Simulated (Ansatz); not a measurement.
Working through a scan of the energy under strain of Li2HfN2, space group P-3m1

Computed with the Python package of Ansatz (0.2.0).

The cells in order, each with its output:

```python
import ansatz as az
import matplotlib.pyplot as plt
import numpy as np
```

```python
VECTORS = np.array([
    [3.23712, 0.0, 0.0],
    [-1.61856, 2.80343, 0.0],
    [0.0, 0.0, 5.4236],
])
SITES = [
    ('Li', (2 / 3, 1 / 3, 0.38279)),
    ('Li', (1 / 3, 2 / 3, 0.61721)),
    ('Hf', (0.0, 0.0, 0.0)),
    ('N', (2 / 3, 1 / 3, 0.77938)),
    ('N', (1 / 3, 2 / 3, 0.22062)),
]
```

```python
def crystal_on(cell):
    crystal = az.Crystal(lattice=az.Lattice.of(cell))
    for symbol, position in SITES:
        crystal = crystal.atom(symbol, position)
    return crystal
```

```python
# clamped ions: the fractional positions stay as typed
values = np.linspace(-0.02, 0.02, 5)
energies = []
for d in values:
    strain = np.diag([d, d, 0])
    cell = VECTORS @ (np.eye(3) + strain)
    calc = (
        crystal_on(cell).calculation()
        .functional('pbesol')
        .pseudopotentials('paw')
        .occupations('gaussian', width=0.05)
        .basis(520)
        .kpoints(12, 12, 4)
    )
    rep = calc.run(threads=1).report
    energies.append(rep['free_energy_ev'] / len(SITES))
    print(f'd = {d:+.4f}  F = {energies[-1]:.5f} eV/atom')
energies = np.array(energies)
```

    DeckWarning: crystal.lattice misses the space group found at crystal.symmetry.tolerance 1.0e-5 in a digit that the deck types, which is why this is a warning: making the lattice exact moves one of [...]
    d = -0.0200  F = -3353.45379 eV/atom
    d = -0.0100  F = -3353.46150 eV/atom
    d = +0.0000  F = -3353.46295 eV/atom
    d = +0.0100  F = -3353.45860 eV/atom
    d = +0.0200  F = -3353.44886 eV/atom

```python
for value, e in zip(values, energies):
    print(f'strain {value:7.3f}   E - Emin = {1000 * (e - energies.min()):9.3f} meV/atom')
plt.figure(figsize=(4.5, 3))
plt.plot(values, 1000 * (energies - energies.min()), 'o-')
plt.xlabel('strain')
plt.ylabel('meV/atom')
plt.tight_layout()
plt.savefig('strain.png', dpi=100)
curvature = 2 * np.polyfit(values, energies, 3)[1]
volume = abs(np.linalg.det(VECTORS)) / len(SITES)
print(f'd2E/dd2 over the volume: {curvature / volume * 160.21766:.1f} GPa')
```

    strain  -0.020   E - Emin =     9.167 meV/atom
    strain  -0.010   E - Emin =     1.459 meV/atom
    strain   0.000   E - Emin =     0.000 meV/atom
    strain   0.010   E - Emin =     4.351 meV/atom
    strain   0.020   E - Emin =    14.098 meV/atom
    d2E/dd2 over the volume: 946.8 GPa

Against the unstrained cell the energy per atom changes by +9.17 meV at one end of the scan and +14.10 meV at the other, and its second derivative over the volume is 946.8 GPa.

Total energies depend on the potentials; only differences at equal settings carry meaning. The run is spin-unpolarised. The curvature belongs to this strain pattern and to the cell's stress; it equals a single elastic constant only for simple patterns. Spin-orbit coupling, which matters for elements this heavy, is left out. This cell is a computed structure, which may not be the phase found in nature. Warnings are shown shortened and without file and line. The ions keep their fractional positions (clamped ions). Wall time of the script: 30 s on 1 thread of Arm Neoverse V1, on a shared host, peak memory 0.49 GiB.
